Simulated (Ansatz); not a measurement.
# CH4GaNO: up Jacob's ladder to CCSD(T)

The task here is to estimate one member of a computed series from the others.

Method: functionals in def2-TZVPP, the program's frozen cores in correlated methods; program: Ansatz 0.2.0, Gaussian basis.

The runs, in order: LDA (SPW92), PBE-D4, revPBE-D4, BLYP-D4, r2SCAN-D4, B97M-V, PBE0-D4, B3LYP-D4, r2SCANh-D4, r2SCAN0-D4, HSE06-D4, BHLYP-D4, CAM-B3LYP-D4, LC-ωPBE, ωB97X-V, ωB97M-V, B2PLYP, PBE-QIDH; CCSD(T)/def2-SVP; CCSD(T)/def2-TZVPP; MP2/def2-QZVPP; extrapolation to the limit; RPA on PBE.

**Structure used throughout**

An earlier PBE0-D4 in a triple-zeta def2 set relaxation fixed the geometry.

8 atoms, charge 0, spin multiplicity 1.

Atoms are counted from 1 here; the program's logs count them from 0.

Bond lengths: N1–C2 1.268 Å, N1–H5 1.015 Å, C2–O3 1.348 Å, C2–Ga4 1.998 Å, O3–H6 0.972 Å, Ga4–H7 1.569 Å, Ga4–H8 1.562 Å. Angles: C2–N1–H5 111.6°, N1–C2–O3 118.8°, N1–C2–Ga4 126.1°, O3–C2–Ga4 115.1°, C2–O3–H6 106.6°, C2–Ga4–H7 113.8°, C2–Ga4–H8 122.4°, H7–Ga4–H8 123.8°.

Set-up of the first run:

The input, in.yaml:

```yaml
crystal:
  periodic: [false, false, false]
  atoms:
    - {symbol: N, position_ang: [0.188800, 1.472726, -0.593802]}
    - {symbol: C, position_ang: [0.221604, 0.476545, 0.189874]}
    - {symbol: O, position_ang: [0.777084, 0.626450, 1.408728]}
    - {symbol: Ga, position_ang: [-0.485712, -1.351344, -0.199834]}
    - {symbol: H, position_ang: [-0.250661, 1.238721, -1.478763]}
    - {symbol: H, position_ang: [1.075494, 1.549357, 1.466300]}
    - {symbol: H, position_ang: [-1.116568, -1.494621, -1.628904]}
    - {symbol: H, position_ang: [-0.410031, -2.517825, 0.836390]}
basis:
  gaussian: {orbitals: def2-TZVPP}
hamiltonian: {xc: lda}
output: {orbitals: {seedname: orbitals}}
```

On the command line:

```sh
ansatz run in.yaml --threads 2 --pin off --events-out ev --progress --plain --max-ram 4352MiB
```

Among the steps run: LDA; PBE-D4 (GGA); revPBE-D4 (GGA); BLYP-D4 (GGA); r2SCAN-D4 (meta-GGA); B97M-V (meta-GGA); B3LYP-D4 (hybrid); r2SCANh-D4 (hybrid); r2SCAN0-D4 (hybrid); HSE06-D4 (hybrid); BHLYP-D4 (hybrid); CAM-B3LYP-D4 (range-separated); LC-ωPBE (range-separated); ωB97X-V (range-separated); ωB97M-V (range-separated); B2PLYP (double hybrid); PBE-QIDH (double hybrid).

One table of the session follows, with a row left open; its other results are not shown here.

It belongs to the step «Frontier levels by functional». 

```
  functional  HOMO (eV)  LUMO (eV)  gap (eV)
 LDA (SPW92)      -6.23      -3.28      2.95
      PBE-D4      -6.07      -3.00      3.07
   revPBE-D4      -6.00      -2.88      3.12
     BLYP-D4          ?          ?         ?
   r2SCAN-D4      -6.33      -2.79      3.54
      B97M-V      -6.46      -2.97      3.50
     PBE0-D4      -7.41      -2.19      5.22
    B3LYP-D4      -7.22      -2.48      4.74
  r2SCANh-D4      -6.84      -2.50      4.33
  r2SCAN0-D4      -7.60      -2.08      5.53
    HSE06-D4      -7.01      -2.56      4.45
    BHLYP-D4      -8.73      -1.45      7.28
CAM-B3LYP-D4      -8.83      -1.30      7.53
     LC-ωPBE     -10.14      -0.09     10.05
     ωB97X-V      -9.80      -0.23      9.57
     ωB97M-V      -9.70      -0.44      9.26
```

Q: Estimate the row for BLYP-D4 from the others.

Worked estimate for «HOMO (eV)». Against the share of exact exchange, B3LYP-D4 (0.2, -7.22), BHLYP-D4 (0.5, -8.73) give a slope of -5.03 per unit share; at 0 the line stands at -6.21.

The run gave: HOMO (eV): -5.98; LUMO (eV): -2.96; gap (eV): 3.02. In «HOMO (eV)» the line misses by -0.23.
